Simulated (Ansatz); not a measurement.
# AlGaO: the cost of one run

Program: Ansatz 0.2.0, Gaussian basis. Level of theory: cc-pVTZ, core rule «outside noble gas», up to 20 orbitals frozen. These are calculated values, not measurements.

To be run: UHF; CCSD(T) on ROHF; CCSD(T) on UHF; BCCD(T) on ROHF; CCSDT(Q) on ROHF; CCSDT(Q) on UHF.

10 further runs of the same task are left out: 5 for a known fault of the program, 5 set aside as unsound or not needed.

### Step 1. What is computed

The geometry is a PBE0/def2-TZVP stationary point (not a proven minimum) of the parent state, kept for this charge and spin. No spin-orbit coupling is included. The filled d shell of Ga may be among the frozen orbitals whatever the setting's name suggests; the logs give the count.

3 atoms, charge 1, spin multiplicity 4.

Atoms are counted from 1 here; the program's logs count them from 0.

Bond lengths: Al1–O2 1.696 Å, O2–Ga3 1.801 Å. Angles: Al1–O2–Ga3 180.0°.

Coordinates:

| atom | x (Å) | y (Å) | z (Å) |
| --- | --- | --- | --- |
| Al1 | 0.0000 | 0.0000 | 1.7307 |
| O2 | 0.0000 | 0.0000 | 0.0350 |
| Ga3 | 0.0000 | 0.0000 | -1.7657 |

### Step 2. UHF

The input, in.yaml:

```yaml
crystal:
  periodic: [false, false, false]
  atoms:
    - {symbol: Al, position_ang: [0.000000, 0.000000, 1.730700]}
    - {symbol: O, position_ang: [0.000000, 0.000000, 0.035000]}
    - {symbol: Ga, position_ang: [0.000000, 0.000000, -1.765700]}
basis:
  gaussian: {orbitals: cc-pVTZ}
total_charge: 1
magnetization: {spin_polarized: true, initial_magnetization: 3}
hamiltonian: {xc: hf}
output: {orbitals: {seedname: orbitals}}
```

Run with:

```sh
> ansatz run in.yaml --threads 1 --pin off --events-out ev --progress --plain --max-ram 4096MiB --backend cpu
```

**Question.** How long does this run take on 1 thread of AMD EPYC 7R13, shared host, and how much memory does it need?

About 12 s, with a peak of 0.29 GiB.
